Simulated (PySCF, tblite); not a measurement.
# C₃H₁₁B₃O: geometry, infrared bands and NMR shifts

Aim: predict the infrared bands and NMR shifts of C₃H₁₁B₃O (`BOCBBCC`).

Computed with tblite 0.8.0 and PySCF 2.14.0, with density-fitted response routines of our own, on a single molecule in the gas phase. Atoms are numbered from 0 throughout.

## Step 1: The starting structure

18 atoms, charge 0, multiplicity 1; geometry from: force field or distance geometry start.

Bonds of the start (Å): B0–O1 1.46, O1–C2 1.40, C2–B3 1.55, B3–B4 1.67, B4–C5 1.60, C5–C6 1.52, B0–H7 1.19, B0–H8 1.20, C2–H9 1.11, C2–H10 1.13, B3–H11 1.20, B4–H12 1.20, C5–H13 1.11, C5–H14 1.13, C6–H15 1.13, C6–H16 1.10, C6–H17 1.11.

## Step 2: Relaxing the molecule with GFN2-xTB

What the job is given:

```
{"job": {"kind": "relax", "xc": "GFN2-xTB", "basis": "xTB"}, "charge": 0, "multiplicity": 1}
B     -3.248300     0.799900    -0.808100
O     -1.903300     0.343400    -0.474000
C     -1.882700    -0.873900     0.214600
B     -0.456700    -1.373100     0.576600
B      0.932800    -0.817300    -0.155500
C      1.780000     0.364400     0.509500
C      2.872600     0.823400    -0.435900
H     -4.039900     0.863400     0.084800
H     -3.355400     1.688200    -1.606400
H     -2.473100    -0.763000     1.149100
H     -2.454300    -1.643600    -0.391300
H     -0.310300    -1.790800     1.693200
H      1.614900    -1.702700    -0.584900
H      2.287700    -0.036000     1.415500
H      1.123400     1.250700     0.756500
H      3.629700     1.430600     0.139800
H      3.437600    -0.017200    -0.867700
H      2.436500     1.459800    -1.227400
```

The run is started by

```console
$ OMP_NUM_THREADS=1 python probes_run.py task.json out
```

The driver reads the jobs from task.json and runs them one after another.

**Question.** This job is followed by: GFN2-xTB harmonic vibrations, gas phase; GIAO PBE0/pcSseg-1 NMR shielding, non-relativistic, gas phase. Predict these results of the whole session: strongest single infrared mode (GFN2-xTB); zero-point energy (GFN2-xTB); 13C shifts against TMS (PBE0/pcSseg-1); 1H shifts against TMS (PBE0/pcSseg-1, means over atoms taken as alike); 11B shifts against BF3·OEt2 (PBE0/pcSseg-1); 17O shifts against H2O (PBE0/pcSseg-1).

As calculated:

| quantity | value |
| --- | --- |
| strongest single infrared mode (GFN2-xTB) | 1372 cm⁻¹, 196 km/mol |
| zero-point energy (GFN2-xTB) | 87.8 kcal/mol |
| 13C shifts against TMS (PBE0/pcSseg-1) | 86.3, 25.9, 16.4 ppm |
| 1H shifts against TMS (PBE0/pcSseg-1, means over atoms taken as alike) | 9.74, 9.32, 5.21, 5.08, 1.64, 1.29 ppm |
| 11B shifts against BF3·OEt2 (PBE0/pcSseg-1) | 108.0, 103.1, 44.0 ppm |
| 17O shifts against H2O (PBE0/pcSseg-1) | 234.5 ppm |

**Reading.** The optimisation took 148 steps and gained 1.488 eV; among the close pairs (by a distance rule), B0–O1 changed most, from 1.459 to 1.316 Å. The lowest mode is slightly imaginary (8i cm⁻¹), a soft motion within the noise of the Hessian, so the minimum is not strictly shown. The strongest single mode, at 1372 cm⁻¹, moves mainly B0 and O1. GFN2-xTB is a fitted tight-binding method: band positions and strengths are rough. Its intensities can rank the bands wrongly. C2 (sp3 CH2 bonded to B and O) lies farthest downfield among carbon, at 86.3 ppm; pulled downfield by the heteroatom. At PBE0/pcSseg-1: The largest span, 456 ppm, is at O1, where the paramagnetic term is -295 ppm.
